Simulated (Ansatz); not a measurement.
## CH₃F₂GeN, SMILES F[CH]1[NH][GeH]1[F]: a single point from an input written key by key, step by step

Computed with the Ansatz DFT code, driven from Python.

Input file `input.yaml`:
```yaml
crystal:
  periodic: [false, false, false]
  atoms:
    - { symbol: F, position_ang: [0.0164, 1.8792, 0.6621] }
    - { symbol: C, position_ang: [-0.058, 0.5465, 0.7833] }
    - { symbol: "N", position_ang: [1.0179, -0.0512, 0.1237] }
    - { symbol: Ge, position_ang: [-0.5299, -0.3449, -0.8109] }
    - { symbol: F, position_ang: [-0.5915, 0.6126, -2.2851] }
    - { symbol: H, position_ang: [-0.3219, 0.1203, 1.7665] }
    - { symbol: H, position_ang: [1.3002, -0.9454, 0.6346] }
    - { symbol: H, position_ang: [-0.7412, -1.8743, -0.9301] }
basis:
  gaussian: { orbitals: def2-SVP }
hamiltonian:
  xc: b3lyp
```

Run as a notebook:

**Cell 1**
```python
import ansatz as az
```

**Cell 2**
```python
session = az.Session.from_deck("input.yaml")
summary = session.plan(threads=1).execute().report
```

**Cell 3**
```python
for key in ("converged", "free_energy_ev", "reference_energy_ev", "n_frozen", "n_occupied", "n_virtual"):
    print(f"{key:22s} {summary[key]}")
symbols = ["F", "C", "N", "Ge", "F", "H", "H", "H"]
field = summary["mean_field"]
print("<S^2> =", round(abs(field["state"]["spin_squared"]), 4), " all-electron relativity setting:", field["relativity"])
print("passes:", field["passes"])
if "symmetry" in field:
    print("occupied orbitals by irrep:", field["symmetry"]["occupied"])
```
Output:
```text
converged              True
free_energy_ev         -64514.25963902021
reference_energy_ev    -64514.25963902021
n_frozen               0
n_occupied             [33, 33]
n_virtual              [70, 70]
<S^2> = 0.0  all-electron relativity setting: none
passes: {'evaluations': 17, 'products': 12}
occupied orbitals by irrep: [{'A': 33}, {'A': 33}]
```

Notes:
- Total energies depend on the basis set; only differences at equal settings carry meaning.
- The geometry is a force-field or estimated start, not a minimum of this method, and the basis set is short of its limit.
- Timing: 3.9 s on 1 thread of Arm Neoverse V1 (shared host), peak memory 0.26 GiB.
